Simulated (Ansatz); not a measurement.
# FGaH4: the cost of one run

All numbers below are computed with Ansatz 0.2.0 (RKS B3LYP/def2-SVP).

### Step 1. The structure to begin with

Bond lengths: Ga1–H3 1.570 Å, Ga1–H4 1.570 Å, Ga1–F5 2.000 Å. Angles: H3–Ga1–H4 120.0°, H3–Ga1–F5 97.0°, H4–Ga1–F5 101.2°.

Coordinates:

```xyz
6

Ga    0.0000    0.0000    0.0000
H     0.0000    0.0000    1.9200
H     1.3596    0.0000   -0.7850
H    -1.3596    0.0000   -0.7850
F     0.0836   -1.8961    0.6306
H     0.0448   -1.0158    1.7717
```

### Step 2. A restrained relaxation towards end A

Springs on the bonds that form and break draw the guess towards this end; the thresholds are loose.

Contents of input.yaml:

```yaml
crystal:
  periodic: [false, false, false]
  atoms:
    - { symbol: Ga, position_ang: [0.0, 0.0, 0.0] }
    - { symbol: H, position_ang: [0.0, 0.0, 1.92] }
    - { symbol: H, position_ang: [1.3596, 0.0, -0.785] }
    - { symbol: H, position_ang: [-1.3596, 0.0, -0.785] }
    - { symbol: F, position_ang: [0.0836, -1.8961, 0.6306] }
    - { symbol: H, position_ang: [0.0448, -1.0158, 1.7717] }
basis:
  gaussian: { orbitals: def2-SVP }
hamiltonian:
  xc: b3lyp
relax:
  f_tol: 0.15
  max_steps: 25
  restrain:
    - { distance: [0, 4], at: 2.9, k: 30.0 }
    - { distance: [5, 1], at: 1.86, k: 30.0 }
    - { distance: [0, 1], at: 1.57, k: 30.0 }
    - { distance: [5, 4], at: 0.92, k: 30.0 }
```

Launch:

```bash
$ ansatz run input.yaml --threads 1 --pin off --max-ram 2048MiB --backend cpu --events-out ev --progress --plain --runs-dir out
```

What time and memory should one allow on 1 thread of Arm Neoverse V2, shared host?

About 12 s, with a peak of 0.12 GiB.
